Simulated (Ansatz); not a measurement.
A nudged elastic band was laid between two geometries of a periodic cell of 33 atoms, Al32H (host Al, host structure fcc, interstitial H).

These are results of Ansatz 0.2.0, DFT LDA, scalar-relativistic, plane waves, PAW, not measurements. Settings: cutoff 420 eV, k mesh 3x3x3, gaussian smearing 0.15 eV, no spin polarisation.

```
movable images  : 7
climbing image  : yes
spring          : 5.0 eV/Å²
optimiser       : quadratic models (default)
start path      : IDPP
force threshold : 0.03 eV/Å
iteration limit : 57
end points      : relaxed
```

Initial state:

```xyz
33
Lattice="8.1000 0.0000 0.0000 0.0000 8.1000 0.0000 0.0000 0.0000 8.1000" Properties=species:S:1:pos:R:3
Al 4.054 -0.007 0.007
Al 6.069 2.032 0.007
Al 6.069 -0.008 2.022
Al 0.018 0.019 -0.003
Al 2.005 2.006 -0.004
Al 3.973 3.974 -0.075
Al 6.150 6.151 -0.074
Al 2.004 0.020 2.032
Al 4.054 2.033 2.022
Al 6.151 3.973 2.104
Al 4.044 0.020 4.072
Al 6.080 2.005 4.072
Al 6.079 0.019 6.058
Al -0.008 4.055 0.007
Al 2.031 6.070 0.007
Al 0.019 2.005 2.032
Al 2.032 4.055 2.022
Al 3.971 6.153 2.104
Al -0.002 0.000 4.052
Al 2.025 2.026 4.052
Al 4.054 4.055 4.044
Al 6.069 6.070 4.045
Al 2.024 0.000 6.078
Al 4.044 2.005 6.057
Al 6.070 4.055 6.085
Al -0.009 6.070 2.023
Al 0.019 4.045 4.072
Al 2.004 6.081 4.072
Al -0.001 2.025 6.078
Al 2.004 4.045 6.057
Al 4.053 6.071 6.085
Al 0.019 6.080 6.057
H 5.060 5.063 1.017
```

Final state:

Only the atoms that move by more than 0.05 Å are listed.
```
Al6 4.056 4.053 0.008
Al7 6.072 6.069 0.008
Al10 6.154 3.971 1.947
Al18 3.975 6.150 1.949
Al21 3.974 3.972 4.127
Al22 6.153 6.151 4.127
H33 5.066 5.060 3.038
```

Q: Which bonds break or form, and what moves?

A: The atom that moves furthest is H33, by 2.02 Å; four of its nearest neighbours are Al18 1.89, Al10 1.89, Al6 1.89, Al7 1.89 Å at the first end and Al10 1.89, Al22 1.89, Al21 1.89, Al18 1.89 Å at the last.

Q: What energy profile does the band end with?

A: The run converged. The highest image is number 2 of 0 to 8, 0.177 eV above the ends, which have the same energy within 2 meV. The profile has 2 maxima (images 2, 6) with wells between them (image 4): this band takes more than one step, which may be the mechanism or a detour left from its start path. By the program's own check the climbing image is of a kind that is not told: the force calls were inconclusive, a negative curvature could not be distinguished from the path's own, the only one lies far off the path, or fixed occupations may fill a level only in part (lowest curvatures found: -0.59 and 0.88 eV/Å²). Limits of this set-up: coarse k mesh, odd electron count without spin, a small cell, in which the defect meets its images, a typed lattice constant that wasn't relaxed here.

```csv
image,path coordinate (Å),energy (eV)
0,0.00,0.000
1,0.47,0.103
2,0.94,0.177
3,1.37,0.145
4,1.80,0.121
5,2.23,0.153
6,2.66,0.175
7,3.09,0.090
8,3.52,0.000
```

Q: What is the geometry of the highest image?

A: 
```xyz
33
Lattice="8.1000 0.0000 0.0000 0.0000 8.1000 0.0000 0.0000 0.0000 8.1000" Properties=species:S:1:pos:R:3
Al 4.041 -0.007 0.008
Al 6.065 2.019 -0.005
Al 6.056 -0.003 2.023
Al -0.014 -0.014 -0.010
Al 2.006 2.006 -0.002
Al 4.008 4.009 -0.024
Al 6.104 6.105 -0.123
Al 1.984 0.006 2.026
Al 4.028 2.019 2.033
Al 6.104 3.909 2.072
Al 4.023 -0.014 4.053
Al 6.058 1.984 4.073
Al 6.058 0.006 6.051
Al -0.007 4.041 0.008
Al 2.019 6.065 -0.005
Al 0.006 1.984 2.026
Al 2.019 4.028 2.033
Al 3.910 6.104 2.072
Al -0.012 -0.012 4.056
Al 2.012 2.012 4.060
Al 4.041 4.041 4.060
Al 6.056 6.056 4.064
Al 2.012 -0.007 6.079
Al 4.030 2.006 6.074
Al 6.065 4.028 6.086
Al -0.004 6.056 2.023
Al -0.014 4.023 4.053
Al 1.984 6.058 4.073
Al -0.007 2.012 6.080
Al 2.006 4.030 6.074
Al 4.028 6.065 6.086
Al 0.006 6.058 6.051
H 5.580 5.580 1.548
```

The band took 11 iterations and roughly 40 core-minutes.

Time of the run: 11 min on 4 threads of Intel(R) Xeon(R) 6975P-C (Granite Rapids) (shared host), peak memory 4.5 GiB.
